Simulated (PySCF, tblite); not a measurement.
**C6H4F2N radical: geometry, infrared bands and EPR parameters**

Wanted: the infrared bands and EPR parameters of C6H4F2N radical (`Nc1[c]c(F)ccc1F`), by calculation.

The runs use tblite 0.8.0 and PySCF 2.14.0, with density-fitted response routines of our own; the level of theory stands in each step. All values are computed, except where a source is named. Atoms count from 0, in the outputs and in this text.

## Step 1: The molecule as given

13 atoms, charge 0, multiplicity 2; geometry from: force field or distance geometry start.

Bonds of the start (Å): N0–C1 1.45, C1–C2 1.38, C2–C3 1.41, C3–F4 1.38, C3–C5 1.37, C5–C6 1.39, C6–C7 1.38, C7–F8 1.34, C7–C1 1.38, N0–H9 1.03, N0–H10 1.04, C5–H11 1.08, C6–H12 1.08.

## Step 2: Geometry optimisation with GFN2-xTB

Job settings and geometry (Å):

```
{"job": {"kind": "relax", "xc": "GFN2-xTB", "basis": "xTB"}, "charge": 0, "multiplicity": 2}
N      2.356200    -0.328200     0.056600
C      0.912200    -0.264400     0.002800
C      0.143100    -1.404600    -0.074800
C     -1.259300    -1.254900    -0.125600
F     -2.035300    -2.389400    -0.199700
C     -1.833900    -0.011600    -0.067800
C     -1.064600     1.138300     0.021900
C      0.308800     0.969600     0.066300
F      1.115200     2.042100     0.151700
H      2.948000     0.075200    -0.688200
H      2.845100    -0.781400     0.856800
H     -2.908200     0.097000    -0.093400
H     -1.531800     2.112700     0.075600
```

Launch:

```bash
> OMP_NUM_THREADS=1 python probes_run.py task.json out
```

The driver reads the jobs from task.json and runs them one after another.

**Question.** This job is followed by: GFN2-xTB harmonic vibrations, gas phase; UKS B3LYP, pcH-1 on C F H N, non-relativistic, mean-field spin-orbit, GIAO. Predict these results of the whole session: strongest single infrared mode (GFN2-xTB); zero-point energy (GFN2-xTB); g(iso) (B3LYP); ⟨S²⟩; largest a(iso) (averaged by class); potential on the surface of density 0.002 e/bohr³, 1st and 99th percentile.

**Answer**, as computed:

| quantity | value |
| --- | --- |
| strongest single infrared mode (GFN2-xTB) | 473 cm⁻¹, 316 km/mol |
| zero-point energy (GFN2-xTB) | 52.9 kcal/mol |
| g(iso) (B3LYP) | 2.00220 |
| ⟨S²⟩ | 0.757 (exact 0.75) |
| largest a(iso) (averaged by class) | 13C on C2, 382.5 MHz |
| potential on the surface of density 0.002 e/bohr³, 1st and 99th percentile | -0.82 V and 2.02 V |

In words: The optimisation took 43 steps and gained 0.716 eV; among the close pairs (by a distance rule), N0–C1 changed most, from 1.446 to 1.367 Å. All 33 modes are real, so the xTB geometry is a minimum. The strongest single mode, at 473 cm⁻¹, is carried by H9, H10, N0. GFN2-xTB is a fitted tight-binding method: band positions and strengths are rough. Its intensities can rank the bands wrongly. C2 carries the largest spin population, 1.02 e. The isotropic g lies 0.1 ppt below the free-electron value. The conformer search found further structures of the same energy, which may be mirror or relabelled copies of this one.
